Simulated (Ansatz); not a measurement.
**C2H8AlNSi: molecular dynamics**

The plan is to follow the molecule's vibrations and see whether its bonds hold. The start is relaxed first. Runs: 347 steps of 1 fs under a Langevin thermostat at 700 K. SMILES of the start: [AlH2][CH2]N1C[SiH2]1.

Method: RKS r2SCANh/STO-3G, in Ansatz 0.2.0.

## 1. The structure to begin with

Bond lengths: Al1–C2 1.949 Å, C2–N3 1.444 Å, N3–C4 1.492 Å, N3–Si5 1.872 Å, C4–Si5 1.856 Å, Al1–H6 1.672 Å, Al1–H7 1.595 Å, C2–H8 1.078 Å, C2–H9 1.154 Å, C4–H10 1.181 Å, C4–H11 1.037 Å, Si5–H12 1.443 Å, Si5–H13 1.433 Å. Angles (14 of 24 angles, heavy atoms first): Al1–C2–N3 107.8°, C2–N3–C4 114.2°, C2–N3–Si5 112.4°, C4–N3–Si5 65.8°, N3–C4–Si5 67.0°, N3–Si5–C4 47.2°, Al1–C2–H8 109.4°, Al1–C2–H9 108.9°, N3–C2–H8 112.8°, N3–C2–H9 108.8°, C2–Al1–H6 116.9°, C2–Al1–H7 119.9°, N3–C4–H10 110.6°, N3–C4–H11 116.3°.

Structure file:

```xyz
13

Al   -1.6207    1.1298   -1.2624
C    -0.8392    0.3794    0.3576
N     0.5923    0.3318    0.1762
C     1.3172   -0.4324    1.2334
Si    1.1851   -1.3580   -0.3698
H    -2.6814    2.4080   -1.0678
H    -0.7279    1.2966   -2.5738
H    -1.2695   -0.5904    0.5471
H    -1.0782    1.0761    1.2462
H     0.5643   -0.8220    2.0550
H     2.2357   -0.0518    1.5267
H     0.0475   -2.2169   -0.5949
H     2.2952   -1.1850   -1.2588
```

## 2. Preparing the start

Contents of input.yaml:

```yaml
crystal:
  periodic: [false, false, false]
  atoms:
    - { symbol: Al, position_ang: [-1.6207, 1.1298, -1.2624] }
    - { symbol: C, position_ang: [-0.8392, 0.3794, 0.3576] }
    - { symbol: "N", position_ang: [0.5923, 0.3318, 0.1762] }
    - { symbol: C, position_ang: [1.3172, -0.4324, 1.2334] }
    - { symbol: Si, position_ang: [1.1851, -1.358, -0.3698] }
    - { symbol: H, position_ang: [-2.6814, 2.408, -1.0678] }
    - { symbol: H, position_ang: [-0.7279, 1.2966, -2.5738] }
    - { symbol: H, position_ang: [-1.2695, -0.5904, 0.5471] }
    - { symbol: H, position_ang: [-1.0782, 1.0761, 1.2462] }
    - { symbol: H, position_ang: [0.5643, -0.822, 2.055] }
    - { symbol: H, position_ang: [2.2357, -0.0518, 1.5267] }
    - { symbol: H, position_ang: [0.0475, -2.2169, -0.5949] }
    - { symbol: H, position_ang: [2.2952, -1.185, -1.2588] }
basis:
  gaussian: { orbitals: STO-3G }
hamiltonian:
  xc: r2scanh
relax:
  f_tol: 0.02
  max_steps: 40
scf:
  lower_state_search: "off"
output:
  orbitals: {}
```

The run is started by

```
ansatz run input.yaml --threads 1 --pin off --max-ram 2048MiB --backend cpu --events-out ev --progress --plain --runs-dir out
```

The runs that follow: Dynamics.

**Question.** What will these runs give? Wanted: relaxation of the start; temperature, first and last step; temperature, second half; potential energy, second half; bonds formed or broken.

As calculated:

```
                        quantity                           value
         relaxation of the start        32 moves, 2.250 eV lower
                          length               347 steps of 1 fs
temperature, first and last step                   646 and 785 K
        temperature, second half  mean 663 K, from 283 to 1031 K
   potential energy, second half     +74 meV/atom from the start
          bonds formed or broken                               0
```

What this shows: Against a set 700 K the second half averages 663 K with a spread of 158 K. The bonds all hold. A run of 347 fs with 13 atoms shows the motion but fixes no equilibrium value. The nuclei move classically, without zero-point motion, which matters most for hydrogen. In so small a basis the energies are only a sketch.
